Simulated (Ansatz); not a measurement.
**CH2ClNOSn: small, medium and large basis sets**

Aim: see how fast density functionals converge with the basis set for CH2ClNOSn.

Program: Ansatz 0.2.0, Gaussian basis. Level of theory: one geometry, several basis sets. These are calculated values, not measurements.

The runs, in order: PBE0-D4/def2-SVP; ωB97M-V/def2-SVP; PBE0-D4/def2-QZVPP; ωB97M-V/def2-QZVPP; the functionals' def2-TZVPP values are taken from earlier runs.

### 1 The relaxed structure

An earlier PBE0-D4 in a triple-zeta def2 set relaxation fixed the geometry. Sn takes the def2 core potential; no spin-orbit term is included.

SMILES `O=C=[N][SnH2][Cl]`, 7 atoms, charge 0, spin multiplicity 1.

Atoms are counted from 1 here; the program's logs count them from 0.

Bond lengths: O1–C2 1.165 Å, C2–N3 1.203 Å, N3–Sn4 2.008 Å, Sn4–Cl5 2.319 Å, Sn4–H6 1.693 Å, Sn4–H7 1.693 Å. Angles: O1–C2–N3 176.3°, C2–N3–Sn4 137.3°, N3–Sn4–Cl5 106.6°, N3–Sn4–H6 107.1°, N3–Sn4–H7 107.1°, Cl5–Sn4–H6 108.5°, Cl5–Sn4–H7 108.5°, H6–Sn4–H7 118.5°.

### 2 PBE0-D4 in def2-SVP

Input file in.yaml:

```yaml
crystal:
  periodic: [false, false, false]
  atoms:
    - {symbol: O, position_ang: [-0.337862, -2.797820, -1.055766]}
    - {symbol: C, position_ang: [-0.098084, -1.895335, -0.359666]}
    - {symbol: N, position_ang: [0.169555, -1.013442, 0.414228]}
    - {symbol: Sn, position_ang: [0.155449, 0.994222, 0.425353]}
    - {symbol: Cl, position_ang: [-0.627366, 1.662833, -1.653124]}
    - {symbol: H, position_ang: [-0.963166, 1.477657, 1.601064]}
    - {symbol: H, position_ang: [1.762673, 1.503986, 0.582312]}
basis:
  gaussian: {orbitals: def2-SVP}
hamiltonian: {xc: pbe0, dispersion: d4}
output: {orbitals: {seedname: orbitals}}
```

Further steps of the session: ωB97M-V in def2-SVP; PBE0-D4 in def2-QZVPP; ωB97M-V in def2-QZVPP.

Before running them: what should the planned runs give, taken together? Wanted: PBE0-D4: double and triple zeta above quadruple; ωB97M-V: double and triple zeta above quadruple.

The runs gave:

| quantity | value |
| --- | --- |
| PBE0-D4: double and triple zeta above quadruple | 10.70, 0.67 eV |
| ωB97M-V: double and triple zeta above quadruple | 10.79, 0.64 eV |

**Reading.** PBE0-D4 gains 10.03 eV from double to triple zeta, then 0.67 eV more. Total energies overstate the basis error of differences, where much of it tends to cancel. The LUMO of ωB97M-V is positive and keeps falling with the basis (0.95 to 0.33 eV): an unbound level that the basis holds in place.
